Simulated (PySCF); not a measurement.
Crystal: AlAsH6, in a box.

```
CELL_PARAMETERS angstrom
13.00000 0.00000 0.00000
0.00000 12.00000 0.00000
0.00000 0.00000 14.00000
ATOMIC_POSITIONS crystal
Al 0.48775 0.50261 0.39724
As 0.56008 0.47410 0.57251
H 0.54473 0.39813 0.35064
H 0.36900 0.49155 0.42448
H 0.53492 0.62395 0.38126
H 0.62196 0.56512 0.61953
H 0.63300 0.37955 0.59361
H 0.48696 0.45347 0.65422
```

Base run:

```yaml
Program: PySCF 2.14.0
Functional: LC-wPBE
Dispersion: D3(BJ)
Potentials_or_basis: 6-31g* (all-electron)
k_mesh: 1 × 1 × 1
Occupations: fixed
Spin: no spin polarisation
```

Its results: gap between the frontier levels 12.60 eV.

After a change of settings the same cell gave: gap between the frontier levels 6.13 eV. Which change was it?
A. functional from LC-wPBE to PBEsol
B. functional from LC-wPBE to r2SCAN50; dispersion from D3(BJ) to none
C. functional from LC-wPBE to rSCAN; dispersion from D3(BJ) to D4

C.

Caveats: this is a molecule in a periodic box at the Γ point, so its band gap is the HOMO-LUMO gap; relativity is left out, which matters for the heavier elements; the basis of atomic orbitals isn't converged, which shifts pressures, moduli and gaps.

Not every run made on this cell is shown here.
